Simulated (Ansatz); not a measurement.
Runs of Ansatz 0.2.0 on NiMoIrPdW. The structure is trigonal, space group P3m1 (No. 156). Conventional cell: a = 4.117 Å, b = 4.117 Å, c = 5.446 Å, α = 90.00°, β = 90.00°, γ = 120.00°. Around Ni (site symmetry 3m) lie 3 Mo at 2.38 Å and 3 Ir at 2.69 Å. Mo (site symmetry 3m) is surrounded by 3 Ni at 2.38 Å and 3 Ir at 2.70 Å and 2 Pd at 2.72 to 2.73 Å. Pd (site symmetry 3m) has 3 W at 2.68 Å and 2 Mo at 2.72 to 2.73 Å and 3 Ir at 2.77 Å as nearest neighbours. Ir (site symmetry 3m) has 2 W at 2.66 to 2.78 Å and 3 Ni at 2.69 Å and 3 Mo at 2.70 Å and 3 Pd at 2.77 Å as nearest neighbours. Around W (site symmetry 3m) lie 2 Ir at 2.66 to 2.78 Å and 3 Pd at 2.68 Å and 3 Mo at 2.81 Å and 3 Ni at 2.82 Å. The cell was built by a generator and needn't be a form met in nature.

```csv
task,level,cell,k mesh,cutoff (eV),points for each segment of the path,mesh quality,gap on the mesh (eV),pressure (GPa),moment (μB),relaxed volume (Å³/atom),largest force (eV/Å)
band structure,r2SCAN,as given,8 × 8 × 5,500,14,not flagged,none,-4.9,0.00,-,0.07
single point,r2SCANh,as given,3 × 3 × 2,500,-,coarse,none,-7.0,(a),-,0.20
relaxation of cell and atoms,PBE,relaxed,6 × 6 × 4,420,-,not flagged,none,0.0,0.00,(b),-
band structure,PBE,as given,8 × 8 × 5,420,14,not flagged,none,0.0,0.00,-,0.04
projected density of states,PBE,as given,8 × 8 × 5,420,-,not flagged,none,0.0,0.00,-,0.04
electron localisation function,PBE,as given,8 × 8 × 5,420,-,not flagged,none,0.0,0.00,-,0.04
relaxation of cell and atoms,r2SCAN,relaxed,6 × 6 × 4,500,-,not flagged,none,0.0,0.00,15.64,0.01
atomic charges,PBE,as given,8 × 8 × 5,420,-,not flagged,none,0.0,0.00,-,0.04
electric field gradients,PBE,as given,8 × 8 × 5,420,-,not flagged,none,0.0,0.00,-,0.04
```

Alike in all rows: potentials or basis Ansatz PAW; spin collinear, ferromagnetic start; smearing fermi-dirac 0.05 eV.

Q: Fill in the values left out.

A: (a) 0.78; (b) 15.98.

Caveats: some runs use coarse meshes; the starting moments weren't kept (some runs); the magnetic or orbital state may not be the lowest (some runs); the PAW data sets come from PBE, with cores solved anew for the run's functional, which leaves a small shift of forces and pressure (some runs); spin-orbit coupling is left out, which moves the levels of the heavy elements (some runs); the plane-wave basis is chosen anew once the cell has moved, so the energies of steps on either side of that aren't comparable (some runs); the thresholds are loose for stress (some runs).

A k mesh can miss the band edges, and the runs leave out spin-orbit coupling on Ir, Mo, Pd, W.

A gap of «none» marks a metal or a gap under the smearing width.
